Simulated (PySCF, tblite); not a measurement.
# C₇H₃F₃O₄S: excited states

Aim: compute the excited states of C₇H₃F₃O₄S (`O=C1C=CC(=O)C(S(=O)(=O)C(F)(F)F)=C1`).

Computed with tblite 0.8.0 and PySCF 2.14.0 and routines of our own; the level stands in each step. Atoms count from 0.

## 1. The system as given

18 atoms, charge 0, multiplicity 1; geometry from: force field or distance geometry start.

## 2. Geometry optimisation with GFN2-xTB

Job settings and geometry (Å):

```
{"job": {"kind": "relax", "xc": "GFN2-xTB", "basis": "xTB"}, "charge": 0, "multiplicity": 1}
O      3.145100     1.868400     0.215400
C      2.297200     0.994300     0.064500
C      2.688100    -0.438400     0.129900
C      1.764400    -1.390000    -0.030400
C      0.339000    -1.077900    -0.233500
O     -0.485300    -1.972000    -0.372800
C     -0.034300     0.345100    -0.288200
S     -1.675800     0.789000    -0.599700
O     -1.865700     2.138000    -0.097100
O     -1.933900     0.545100    -2.015000
C     -2.665200    -0.365700     0.430400
F     -3.827300     0.215400     0.860000
F     -3.041400    -1.502700    -0.198400
F     -1.992400    -0.728200     1.565400
C      0.878800     1.319300    -0.151900
H      3.725900    -0.651200     0.300300
H      2.028200    -2.446000     0.014400
H      0.645700     2.363800    -0.211700
```

On the command line:

```bash
OMP_NUM_THREADS=1 python excited_run.py task.json out
```

The driver reads the jobs from task.json and runs them one after another.

Output:

```text
step      E/eV     max force
  0   -1363.31055    3.192
  1   -1363.53998    1.524
  2   -1363.59030    0.817
  3   -1363.60525    0.420
  4   -1363.61740    0.341
  5   -1363.62979    0.283
  6   -1363.63388    0.234
  7   -1363.63793    0.152
  8   -1363.64091    0.141
  9   -1363.64308    0.134
 10   -1363.64563    0.160
 11   -1363.64736    0.114
 12   -1363.64851    0.094
 13   -1363.64943    0.088
 14   -1363.65052    0.087
 15   -1363.65184    0.093
 16   -1363.65313    0.085
 17   -1363.65400    0.077
 18   -1363.65457    0.071
 19   -1363.65505    0.059
 20   -1363.65553    0.059
 21   -1363.65591    0.057
 22   -1363.65632    0.064
 23   -1363.65680    0.073
 24   -1363.65735    0.070
 25   -1363.65788    0.055
 26   -1363.65833    0.055
 27   -1363.65873    0.071
 28   -1363.65914    0.071
 29   -1363.65951    0.045
 30   -1363.65982    0.044
 31   -1363.66010    0.047
 32   -1363.66043    0.065
 33   -1363.66082    0.064
 34   -1363.66128    0.048
 35   -1363.66177    0.051
 36   -1363.66226    0.070
 37   -1363.66268    0.064
 38   -1363.66297    0.036
 39   -1363.66317    0.031
 40   -1363.66335    0.032
 41   -1363.66355    0.040
 42   -1363.66381    0.053
 43   -1363.66417    0.060
 44   -1363.66462    0.052
 45   -1363.66506    0.060
 46   -1363.66540    0.050
 47   -1363.66563    0.051
 48   -1363.66588    0.048
 49   -1363.66620    0.059
 50   -1363.66660    0.073
 51   -1363.66693    0.052
 52   -1363.66713    0.031
 53   -1363.66728    0.028
 54   -1363.66745    0.045
 55   -1363.66767    0.046
 56   -1363.66793    0.044
 57   -1363.66821    0.054
 58   -1363.66859    0.055
 59   -1363.66911    0.098
 60   -1363.66975    0.088
 61   -1363.67028    0.058
 62   -1363.67061    0.052
 63   -1363.67083    0.042
 64   -1363.67110    0.050
 65   -1363.67136    0.051
 66   -1363.67156    0.042
 67   -1363.67167    0.027
 68   -1363.67173    0.027
 69   -1363.67178    0.017
 70   -1363.67184    0.015
 71   -1363.67188    0.018
 72   -1363.67190    0.014
 73   -1363.67191    0.008
```

Run time: 0.83 s. Hardware: 1 thread of Intel Xeon 6975P-C, shared host; peak memory 0.18 GiB.

Step by step: (not every step is listed)

```csv
step,energy from step 0 (eV),largest force (eV/Å)
0,0.0000,3.1920
1,-0.2294,1.5241
2,-0.2798,0.8168
3,-0.2947,0.4199
4,-0.3069,0.3415
5,-0.3192,0.2830
6,-0.3233,0.2339
7,-0.3274,0.1515
8,-0.3304,0.1412
14,-0.3400,0.0871
20,-0.3450,0.0586
26,-0.3478,0.0546
32,-0.3499,0.0651
38,-0.3524,0.0356
44,-0.3541,0.0524
50,-0.3561,0.0728
56,-0.3574,0.0444
62,-0.3601,0.0524
68,-0.3612,0.0270
69,-0.3612,0.0168
70,-0.3613,0.0148
71,-0.3613,0.0178
72,-0.3614,0.0140
73,-0.3614,0.0077
```

Distances of close pairs at the start and the end, largest changes first:

```csv
bond,before (Å),after (Å),change (Å)
C6–S7,1.729,1.812,+0.083
S7–C10,1.837,1.910,+0.073
C10–F11,1.368,1.324,-0.044
S7–O9,1.459,1.423,-0.036
C10–F12,1.353,1.317,-0.036
C10–F13,1.368,1.337,-0.031
S7–O8,1.452,1.426,-0.026
C1–C14,1.471,1.491,+0.020
```

The final coordinates are the input of the step that follows.

## 3. Vibrational analysis with GFN2-xTB

Job settings and geometry (Å):

```
{"job": {"kind": "ir", "xc": "GFN2-xTB", "basis": "xTB"}, "charge": 0, "multiplicity": 1}
O      3.108048     1.870394     0.505082
C      2.316839     1.003456     0.220874
C      2.690375    -0.422622     0.120589
C      1.806053    -1.388829    -0.143126
C      0.373901    -1.104465    -0.349476
O     -0.469749    -1.956434    -0.507618
C      0.021438     0.327013    -0.321458
S     -1.699644     0.702762    -0.744031
O     -1.942706     2.072285    -0.428953
O     -1.986657     0.224693    -2.053191
C     -2.706357    -0.308831     0.525102
F     -3.708827     0.433281     0.970346
F     -3.187560    -1.432920     0.037183
F     -1.902958    -0.584063     1.558057
C      0.882962     1.302958    -0.057112
H      3.737010    -0.640008     0.284455
H      2.091403    -2.429996    -0.198697
H      0.567671     2.337643    -0.036350
```

Output:

```text
mode    cm-1     km/mol
  1      31.7      0.96
  2      46.4      1.51
  3      53.1      1.58
  4      88.1      4.44
  5     100.3      5.49
  6     137.8      7.19
  7     146.9      5.33
  8     180.5      5.42
  9     219.0      0.40
 10     246.8      0.83
 11     257.8      1.33
 12     288.2      0.97
 13     310.7      9.36
 14     375.3      5.29
 15     412.9     39.31
 16     431.9     35.10
 17     462.1     52.44
 18     474.6     15.15
 19     480.4     75.43
 20     496.5    161.83
 21     557.0     82.69
 22     561.4     38.41
 23     642.7     20.24
 24     668.9     16.82
 25     742.2      0.20
 26     788.1      4.36
 27     797.5     33.20
 28     837.5     22.11
 29     897.2     47.38
 30     940.5      0.29
 31     948.7      6.35
 32    1048.9    199.98
 33    1080.6    127.10
 34    1103.3    127.45
 35    1133.7     10.67
 36    1152.1    238.00
 37    1165.3    304.47
 38    1206.6     51.87
 39    1249.8     61.97
 40    1295.9      7.98
 41    1302.6    442.97
 42    1634.8     24.04
 43    1658.3      9.14
 44    1706.2     61.06
 45    1713.9    439.56
 46    3072.5      2.85
 47    3075.1      0.23
 48    3088.3      1.20
```

It took 1.2 s on 1 thread of Intel Xeon 6975P-C, shared host; peak memory 0.18 GiB.

Which atoms move in the most intense modes:

```csv
cm⁻¹,km/mol,atoms
496,161.8,"S7 32 %, F13 11 %"
1049,200.0,"C10 56 %, F13 21 %"
1081,127.1,"H15 27 %, C4 19 %, H16 16 %"
1103,127.5,"C10 62 %, F11 16 %"
1152,238.0,"C10 58 %, F12 14 %"
1165,304.5,"O8 26 %, C10 24 %, O9 20 %, S7 17 %"
1303,443.0,"S7 43 %, O9 30 %, O8 26 %"
1714,439.6,"C1 48 %, O0 32 %"
```

## 4. Excited states: TDA CAM-B3LYP/def2-SVP

The job, as its differences from that of step 3:

```diff
@@ -1,2 +1,2 @@
-{"job": {"kind": "ir", "xc": "GFN2-xTB", "basis": "xTB"}, "charge": 0, "multiplicity": 1}
+{"job": {"kind": "states", "xc": "CAM-B3LYP", "basis": "def2-SVP", "tda": true, "soc": true, "nstates": 5, "ntriplets": 4, "nquad": 4}, "charge": 0, "multiplicity": 1}
 O      3.108048     1.870394     0.505082
```

Level: TDA CAM-B3LYP/def2-SVP excited states, vertical, gas phase, spin-orbit mean-field couplings.

Output:

```text
coarse grid: 18688 points
cycle   1  E = -1264.9849306340  dE =  4.225e+00  |g| = 1.951e+00  |ddm| = 5.662e+00
cycle   2  E = -1263.2321637419  dE =  1.753e+00  |g| = 3.692e+00  |ddm| = 6.511e+00
cycle   3  E = -1265.7368353375  dE = -2.505e+00  |g| = 2.436e-01  |ddm| = 4.793e+00
cycle   4  E = -1265.7431237103  dE = -6.288e-03  |g| = 1.841e-01  |ddm| = 4.072e-01
cycle   5  E = -1265.7499377771  dE = -6.814e-03  |g| = 2.838e-02  |ddm| = 2.156e-01
cycle   6  E = -1265.7500992087  dE = -1.614e-04  |g| = 1.378e-02  |ddm| = 4.393e-02
cycle   7  E = -1265.7501376130  dE = -3.840e-05  |g| = 4.184e-03  |ddm| = 2.367e-02
cycle   8  E = -1265.7501415567  dE = -3.944e-06  |g| = 1.694e-03  |ddm| = 7.819e-03
final grid: 185968 points
cycle   9  E = -1265.9478358497  dE = -4.044e-05  |g| = 5.919e-03  |ddm| = 3.364e-02
cycle  10  E = -1265.9478284941  dE =  7.356e-06  |g| = 8.748e-03  |ddm| = 1.358e-02
cycle  11  E = -1265.9478425745  dE = -1.408e-05  |g| = 1.030e-03  |ddm| = 9.286e-03
cycle  12  E = -1265.9478427595  dE = -1.850e-07  |g| = 2.809e-04  |ddm| = 1.189e-03
cycle  13  E = -1265.9478427742  dE = -1.469e-08  |g| = 1.141e-04  |ddm| = 4.658e-04
cycle  14  E = -1265.9478427775  dE = -3.315e-09  |g| = 2.536e-05  |ddm| = 1.410e-04
cycle  15  E = -1265.9478427778  dE = -2.979e-10  |g| = 1.507e-05  |ddm| = 6.147e-05
converged SCF energy = -1265.9478427778

Singlet excitations
state   eV       nm        f     d(h-e)  d(exc)  Lambda  PR(NTO)  |dmu|/D   mu/D   main configurations
  1   2.7669   448.1   0.00003   0.474   2.997   0.572   1.077    0.874    4.383   H->L 0.86
  2   3.1896   388.7   0.00002   0.616   2.923   0.556   1.119    1.125    3.963   H-1->L 0.88
  3   4.4220   280.4   0.00334   0.287   3.037   0.625   1.031    0.815    4.022   H-2->L 0.74, H-3->L 0.10, H-5->L 0.09
  4   4.7252   262.4   0.00178   2.507   3.835   0.552   1.070    8.225    4.674   H-3->L 0.42, H-4->L 0.31
  5   5.2104   238.0   0.02858   2.587   3.979   0.549   1.023                     H-4->L 0.39, H-5->L 0.34, H-3->L 0.14

Triplet excitations (Tamm-Dancoff)
state   eV     d(h-e)  d(exc)  Lambda  PR(NTO)   main configurations
  1   2.2501   0.661   2.881   0.567   1.098   H->L 0.79
  2   2.6514   0.770   2.823   0.552   1.148   H-1->L 0.82
  3   2.9066   0.344   2.735   0.612   1.158   H-2->L 0.40, H-4->L 0.29, H-3->L 0.15
  4   3.2134   0.333   2.604   0.568   1.127   H-2->L 0.30, H-5->L 0.26, H-3->L 0.20
S1 - T1 = 0.5168 eV

Spin-orbit couplings |<S|Hso|T>| (cm-1)
             T1       T2       T3       T4
S0       59.868   16.518    1.495    3.127
S1        0.219    0.961    7.086    2.384
S2        1.014    1.917   31.493   11.934
S3        3.265    3.465    0.905    1.097
S4        9.103    3.229    2.079    4.238
S5        3.663    7.988    1.753    6.601
T1 sublevels (cm-1): 0.000 0.004 0.218   radiative rates (1/s): 3.13 0.0116 76.9
```

Wall time 73 s (1 thread of Intel Xeon 6975P-C, shared host); peak memory 1.2 GiB.

From this job:

```csv
quantity,value
S1 less T1,0.52 eV
```

## 5. What came out

| quantity | value |
| --- | --- |
| strongest single infrared mode (GFN2-xTB) | 1303 cm⁻¹, 443 km/mol |
| zero-point energy (GFN2-xTB) | 59.1 kcal/mol |
| S1 less T1 (step 4, TDA CAM-B3LYP/def2-SVP) | 0.52 eV |

All 48 modes are real, so the xTB geometry is a minimum. The strongest single mode, at 1303 cm⁻¹, is spread over several atoms, S7, O9, O8 among them. Unscaled tight-binding wavenumbers are off by several per cent, some by more. Its intensities can rank the bands wrongly. In step 4, the number of triplets below S1 is 2, and the largest singlet-triplet spin-orbit coupling is S0–T1, 59.87 cm⁻¹.
